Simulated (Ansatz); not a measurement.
# HfCl₂F₂: one species, many methods

The task here is to estimate one member of a computed series from the others.

Program: Ansatz 0.2.0, Gaussian basis. Level of theory: functionals in def2-TZVPP, the program's frozen cores in correlated methods. These are calculated values, not measurements.

Plan: LDA (SPW92), PBE-D4, revPBE-D4, BLYP-D4, r2SCAN-D4, B97M-V, PBE0-D4, B3LYP-D4, r2SCANh-D4, r2SCAN0-D4, HSE06-D4, BHLYP-D4, CAM-B3LYP-D4, LC-ωPBE, ωB97X-V, ωB97M-V, B2PLYP, PBE-QIDH; CCSD(T)/def2-SVP; CCSD(T)/def2-TZVPP; MP2/def2-QZVPP; extrapolation to the limit; RPA on PBE.

## Structure used throughout

The geometry comes from an earlier relaxation with PBE0-D4 in a triple-zeta def2 set; it is a stationary point. Hf takes the def2 core potential; no spin-orbit term is included.

SMILES `[F][Hf]([F])([Cl])[Cl]`, 5 atoms, charge 0, spin multiplicity 1.

Atoms are counted from 1 here; the program's logs count them from 0.

Bond lengths: F1–Hf2 1.886 Å, Hf2–F3 1.886 Å, Hf2–Cl4 2.331 Å, Hf2–Cl5 2.331 Å. Angles: F1–Hf2–F3 108.3°, F1–Hf2–Cl4 109.4°, F1–Hf2–Cl5 109.4°, F3–Hf2–Cl4 109.4°, F3–Hf2–Cl5 109.4°, Cl4–Hf2–Cl5 110.8°.

Set-up of the first run:

in.yaml reads:

```yaml
crystal:
  periodic: [false, false, false]
  atoms:
    - {symbol: F, position_ang: [0.183456, -0.587061, 1.835837]}
    - {symbol: Hf, position_ang: [0.062086, -0.077823, 0.024140]}
    - {symbol: F, position_ang: [1.248021, -1.151413, -0.974483]}
    - {symbol: Cl, position_ang: [-2.116174, -0.418440, -0.732672]}
    - {symbol: Cl, position_ang: [0.672411, 2.161236, -0.194322]}
basis:
  gaussian: {orbitals: def2-TZVPP}
hamiltonian: {xc: lda}
output: {orbitals: {seedname: orbitals}}
```

Among the steps run: LDA; PBE-D4 (GGA); revPBE-D4 (GGA); BLYP-D4 (GGA); r2SCAN-D4 (meta-GGA); B97M-V (meta-GGA); PBE0-D4 (hybrid); B3LYP-D4 (hybrid); r2SCANh-D4 (hybrid); r2SCAN0-D4 (hybrid); HSE06-D4 (hybrid); BHLYP-D4 (hybrid); CAM-B3LYP-D4 (range-separated); LC-ωPBE-D4 (range-separated; the results give it without D4); ωB97X-V (range-separated); ωB97M-V (range-separated); B2PLYP (double hybrid); PBE-QIDH (double hybrid).

One table of the session follows, with a row left open; its other results are not shown here.

It belongs to the step «Frontier levels by functional». 

```
  functional  HOMO (eV)  LUMO (eV)  gap (eV)
 LDA (SPW92)      -8.57      -2.72      5.84
      PBE-D4      -8.38      -2.43      5.95
   revPBE-D4      -8.31      -2.32      5.99
     BLYP-D4      -8.21      -2.30      5.91
   r2SCAN-D4      -8.78      -2.25      6.54
      B97M-V          ?          ?         ?
     PBE0-D4      -9.82      -1.61      8.21
    B3LYP-D4      -9.52      -1.82      7.70
  r2SCANh-D4      -9.30      -1.94      7.36
  r2SCAN0-D4     -10.08      -1.48      8.60
    HSE06-D4      -9.41      -1.98      7.43
    BHLYP-D4     -11.09      -0.62     10.47
CAM-B3LYP-D4     -11.17      -0.49     10.68
     LC-ωPBE     -12.60       0.72     13.32
     ωB97X-V     -12.21       0.63     12.84
     ωB97M-V     -12.04       0.54     12.58
```

Estimate the missing values for B97M-V.

The run gave: HOMO (eV): -8.84; LUMO (eV): -2.17; gap (eV): 6.68. In the column «HOMO (eV)» it lies between r2SCANh-D4 (-9.30) and r2SCAN-D4 (-8.78).
